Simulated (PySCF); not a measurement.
# GeSiNH5O (SMILES [NH]1[SiH2][O][GeH2]1): MP2/def2-SVPD

Aim: the vertical ionisation energy of GeSiNH5O at MP2/def2-SVPD, from 2 runs. 

The calculation is run with PySCF 2.14.0.

**1. The system as given**

The species is GeSiNH5O (9 atoms), meant as a singlet with charge 0. As SMILES, `[NH]1[SiH2][O][GeH2]1`. Geometry: relaxed at PBE0-D4/def2-TZVP.

Bond lengths: N1–Si2 1.727 Å, Si2–O3 1.664 Å, N1–Ge4 1.840 Å, O3–Ge4 1.809 Å, N1–H5 1.003 Å, Si2–H6 1.488 Å, Si2–H7 1.488 Å, Ge4–H8 1.538 Å, Ge4–H9 1.538 Å. Some angles: N1–Si2–O3 91.4°, Si2–N1–Ge4 91.0°, Si2–O3–Ge4 94.2°, N1–Ge4–O3 83.4°, N1–Si2–H6 115.6°, N1–Si2–H7 115.6°, O3–Si2–H6 112.8°, O3–Si2–H7 112.8°, Si2–N1–H5 136.3°, Ge4–N1–H5 132.7°.

**2. A single-point energy at MP2/def2-SVPD**

input.xyz reads:

```xyz
9
GeH5NOSi
N     -0.124700    -0.469200     0.902000
Si    -0.799100     0.945600     0.175600
O      0.111300     0.721700    -1.199300
Ge     0.909700    -0.781600    -0.587900
H     -0.234000    -0.960400     1.769300
H     -2.262700     0.897900    -0.086900
H     -0.495900     2.228500     0.865000
H      0.554200    -2.018000    -1.431500
H      2.429700    -0.610800    -0.423400
```

calc.py reads:

```python
from pyscf import gto, scf, mp

mol = gto.M(
    atom='input.xyz',
    max_memory=1860,
    basis='def2-svpd',
    verbose=3,
    spin=0,
)

mf = scf.RHF(mol)
mf.conv_tol = 1e-10
mf.kernel()
if not mf.converged:
    mf = mf.newton().run(mf.mo_coeff, mf.mo_occ)

pt = mp.MP2(mf, frozen=16).run()
etot = pt.e_tot
print('Final energy', etot)
```

The run is started by

```console
OMP_NUM_THREADS=1 python calc.py
```

Output:

```text
converged SCF energy = -2496.15223059332
E(RMP2) = -2496.85545929084  E_corr = -0.703228697518456
E(SCS-RMP2) = -2496.83437948503  E_corr = -0.682148891712732
Final energy -2496.8554592908395
```

It took 9.9 s on 1 thread of Arm Neoverse V1, shared host; peak memory 0.71 GiB.

**3. The doublet cation, same level**

mol.xyz reads:

```xyz
9
GeH5NOSi
N     -0.124700    -0.469200     0.902000
Si    -0.799100     0.945600     0.175600
O      0.111300     0.721700    -1.199300
Ge     0.909700    -0.781600    -0.587900
H     -0.234000    -0.960400     1.769300
H     -2.262700     0.897900    -0.086900
H     -0.495900     2.228500     0.865000
H      0.554200    -2.018000    -1.431500
H      2.429700    -0.610800    -0.423400
```

job.py reads:

```python
from pyscf import gto, scf, mp

mol = gto.Mole()
mol.atom = 'mol.xyz'
mol.verbose = 3
mol.max_memory = 1860
mol.charge = 1
mol.basis = 'def2-svpd'
mol.spin = 1
mol.build()

mf = scf.UHF(mol)
mf.conv_tol = 1e-10
mf.kernel()
if not mf.converged:
    mf = mf.newton().run(mf.mo_coeff, mf.mo_occ)

pt = mp.MP2(mf, frozen=16).run()
e_tot = pt.e_tot
print('E(%s) = %.9f' % ('MP2', e_tot))
```

The run is started by

```console
OMP_NUM_THREADS=1 python job.py
```

Output:

```text
converged SCF energy = -2495.84024536188  <S^2> = 0.76241868  2S+1 = 2.0123804
E(UMP2) = -2496.49212463648  E_corr = -0.651879274603098
E(SCS-UMP2) = -2496.47408847387  E_corr = -0.633843111986711
E(MP2) = -2496.492124636
```

It took 39 s on 1 thread of Arm Neoverse V1, shared host; peak memory 1 GiB.

**4. Results**

At MP2/def2-SVPD, 16 core orbitals frozen:

| quantity | value |
| --- | --- |
| singlet GeSiNH5O: total energy | -2496.85546 Eh |
| singlet GeSiNH5O: dipole moment (Hartree–Fock density) | 2.68 D |
| singlet GeSiNH5O: HOMO energy (Hartree–Fock orbitals) | -10.73 eV |
| singlet GeSiNH5O: LUMO energy (Hartree–Fock orbitals) | 1.97 eV |
| singlet GeSiNH5O: HOMO–LUMO gap (Hartree–Fock orbitals) | 12.70 eV |
| singlet GeSiNH5O: correlation energy (16 core orbitals frozen) | -703.2 mEh |
| doublet cation: total energy | -2496.49212 Eh |
| doublet cation: HOMO energy (Hartree–Fock orbitals) (highest over α and β) | -17.21 eV |
| doublet cation: LUMO energy (Hartree–Fock orbitals) (lowest over α and β) | -6.53 eV |
| doublet cation: correlation energy (16 core orbitals frozen) | -651.9 mEh |
| doublet cation: ⟨S²⟩ of the reference determinant | 0.762 |
| vertical ionisation energy (to the doublet cation) | 9.887 eV |

Removing an electron at fixed nuclei costs 9.89 eV (954 kJ/mol). Mulliken charges (singlet GeSiNH5O) of the mean-field density run from -1.32 on O3 to +1.28 on Ge4; in a basis this large or diffuse they mean little. Mulliken charges (doublet cation) of the mean-field density run from -1.25 on O3 to +1.39 on Ge4; in a basis this large or diffuse they mean little.
